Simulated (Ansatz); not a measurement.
# C₆H₄F₃+: energies up the ladder

Wanted for C₆H₄F₃+: energies up the ladder. Charge +1.

Computed with Ansatz 0.2.0 (the levels named in each step, unless a step's input says otherwise).

## 1. The starting structure

Bond lengths: F1–C2 1.314 Å, C2–C3 1.397 Å, C3–C4 1.403 Å, C4–C5 1.365 Å, C5–C6 1.475 Å, C6–F7 1.345 Å, C2–C8 1.392 Å, C6–C8 1.487 Å, C8–F9 1.295 Å, C3–H10 1.084 Å, C4–H11 1.081 Å, C5–H12 1.083 Å, C6–H13 1.134 Å. Angles (14 of 21 angles, heavy atoms first): F1–C2–C3 119.8°, F1–C2–C8 119.6°, C3–C2–C8 120.4°, C2–C3–C4 121.7°, C3–C4–C5 120.8°, C4–C5–C6 120.2°, C5–C6–F7 115.7°, C5–C6–C8 116.3°, F7–C6–C8 114.7°, C2–C8–C6 119.0°, C2–C8–F9 122.3°, C6–C8–F9 118.6°, C2–C3–H10 117.8°, C4–C3–H10 120.4°.

As a file:

```xyz
13

F     2.1621   -1.1485   -0.0801
C     1.1976   -0.2561   -0.0742
C     1.5062    1.0975    0.0782
C     0.5051    2.0773    0.1624
C    -0.8142    1.7350    0.0972
C    -1.2052    0.3452   -0.2055
F    -2.3937   -0.0455    0.2869
C    -0.1292   -0.6764   -0.1139
F    -0.4584   -1.9282   -0.1410
H     2.5506    1.3693    0.1844
H     0.7924    3.1050    0.3366
H    -1.6132    2.4535    0.2294
H    -1.3585    0.4144   -1.3272
```

## 2. A rough first relaxation, PBE-D4/def2-SVP

File input.yaml:

```yaml
crystal:
  periodic: [false, false, false]
  atoms:
    - { symbol: F, position_ang: [2.16212, -1.14854, -0.08015] }
    - { symbol: C, position_ang: [1.19759, -0.25615, -0.07418] }
    - { symbol: C, position_ang: [1.50622, 1.09752, 0.07818] }
    - { symbol: C, position_ang: [0.50515, 2.07733, 0.16241] }
    - { symbol: C, position_ang: [-0.81419, 1.73502, 0.09723] }
    - { symbol: C, position_ang: [-1.2052, 0.34523, -0.20546] }
    - { symbol: F, position_ang: [-2.39371, -0.04554, 0.28695] }
    - { symbol: C, position_ang: [-0.12924, -0.6764, -0.11388] }
    - { symbol: F, position_ang: [-0.45843, -1.92816, -0.14099] }
    - { symbol: H, position_ang: [2.55056, 1.36931, 0.18443] }
    - { symbol: H, position_ang: [0.79236, 3.10505, 0.33655] }
    - { symbol: H, position_ang: [-1.61322, 2.45354, 0.22942] }
    - { symbol: H, position_ang: [-1.35852, 0.4144, -1.32721] }
total_charge: 1
basis:
  gaussian: { orbitals: def2-SVP }
hamiltonian:
  xc: pbe
  dispersion: d4
relax:
  f_tol: 0.03
  max_steps: 200
```

The run is started by

```
ansatz run input.yaml --threads 4 --pin off --max-ram 10240MiB --backend cpu --events-out ev --progress --plain --runs-dir out
```

The runs that follow: Relaxation, PBE0-D4/def2-TZVP; Relaxation, PBE0-D4/def2-SVP; Frequencies, PBE0-D4/def2-SVP; Single point, PBE-D4/def2-TZVPP; Single point, r2SCAN-D4/def2-TZVPP; Single point, B3LYP-D4/def2-TZVPP; Single point, wB97M-V/def2-TZVPP; Single point, B2PLYP/def2-TZVPP; Single point, PBE0-D4/def2-TZVPP; Single point, LDA/def2-TZVPP; Single point, PBE0-D4/def2-SVP; Single point, PBE-D4/def2-SVP.

What does the calculation give? Wanted: F1–C2 at PBE0-D4/def2-SVP; C2–C3 at PBE0-D4/def2-SVP; C2–C8 at PBE0-D4/def2-SVP; frequencies at PBE0-D4/def2-SVP; energy at PBE-D4/def2-SVP.

As calculated:

| quantity | value |
| --- | --- |
| F1–C2 at PBE0-D4/def2-SVP | 1.303 Å |
| C2–C3 at PBE0-D4/def2-SVP | 1.395 Å |
| C2–C8 at PBE0-D4/def2-SVP | 1.389 Å |
| frequencies at PBE0-D4/def2-SVP | 124 to 3249 cm⁻¹ |
| energy at PBE-D4/def2-SVP | -14401.988 eV |

In words: The F1–C2 distance spreads over 0.004 Å, from PBE0-D4/def2-SVP (shortest) to PBE0-D4/def2-TZVP. No mode is imaginary, so the geometry is a minimum. These totals serve in differences with atoms or fragments at the same level; alone they don't rank the methods.
